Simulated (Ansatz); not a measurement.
**AlCl: a closer look at a trial structure**

Computed with Ansatz 0.2.0 (DFT PBE, scalar-relativistic, plane waves, PAW, unless a step's input says otherwise).

### Step 1. The starting structure

It takes space group Pmmn (No. 59, orthorhombic). The conventional cell has a = 3.514 Å, b = 3.557 Å, c = 9.026 Å, α = 90.00°, β = 90.00°, γ = 90.00°. Around Al (site symmetry mm2) lie 1 Cl at 2.09 Å. Around Cl (site symmetry mm2) lie 1 Al at 2.09 Å.

Coordinates:

```cif
data_structure
_symmetry_space_group_name_H-M 'Pmmn:1'
_symmetry_Int_Tables_number 59
_cell_length_a 3.5135
_cell_length_b 3.5566
_cell_length_c 9.0260
_cell_angle_alpha 90.000
_cell_angle_beta 90.000
_cell_angle_gamma 90.000
_cell_volume 112.79
loop_
_atom_site_label
_atom_site_type_symbol
_atom_site_symmetry_multiplicity
_atom_site_Wyckoff_symbol
_atom_site_fract_x
_atom_site_fract_y
_atom_site_fract_z
_atom_site_occupancy
Al1 Al 2 a 0.50000 0.50000 0.43034 1
Cl1 Cl 2 a 0.50000 0.50000 0.19838 1
```

The cell was relaxed beforehand at this level, from an invented guess; it needn't be the stable form of this composition. At a tolerance of 0.05 Å it has space group P4/nmm (No. 129); it has 28.20 Å³/atom, an uncorrected energy of -0.72 eV/atom over the elements.

### Step 2. Static run: bands, density of states and charges

Contents of input.yaml:

```yaml
crystal:
  lattice:
    - [3.5565961534, 0.0, 0.0]
    - [0.0, 3.513537929, 0.0]
    - [0.0, 0.0, 9.0259528623]
  atoms:
    - { symbol: Al, position: [0.0, 0.0, 0.4303420881] }
    - { symbol: Al, position: [0.5, 0.5, 0.5696579119] }
    - { symbol: Cl, position: [0.0, 0.0, 0.198381044] }
    - { symbol: Cl, position: [0.5, 0.5, 0.801618956] }
basis:
  ecutwfc: 420
kpoints:
  mp_grid: { grid: [14, 12, 6] }
  band_path:
    path:
      - [[0.0, 0.0, 0.0], [0.0, 0.5, 0.0], [-0.5, 0.5, 0.0], [-0.5, 0.0, 0.0], [0.0, 0.0, 0.0], [0.0, 0.0, 0.5], [0.0, 0.5, 0.5], [-0.5, 0.5, 0.5], [-0.5, 0.0, 0.5], [0.0, 0.0, 0.5]]
      - [[0.0, 0.5, 0.0], [0.0, 0.5, 0.5]]
      - [[-0.5, 0.0, 0.0], [-0.5, 0.0, 0.5]]
      - [[-0.5, 0.5, 0.0], [-0.5, 0.5, 0.5]]
    npoints: 14
hamiltonian:
  xc: pbe
scf:
  occupations: { method: gaussian, width: 0.1 }
  n_extra_bands: 10
output:
  forces: true
  stress: true
  eigenvalues: true
  populations: true
  dos: { projected: true, de: 0.02, nscf_kmesh: { grid: [17, 15, 8] } }
  bader: true
```

On the command line:

```
$ ansatz run input.yaml --threads 1 --pin off --max-ram 2048MiB --backend cpu --events-out ev --progress --plain --runs-dir out
```

What time and memory should one allow on 1 thread of Intel Xeon 6975P-C (Granite Rapids), shared host?

About 66 s, with a peak of 0.82 GiB.
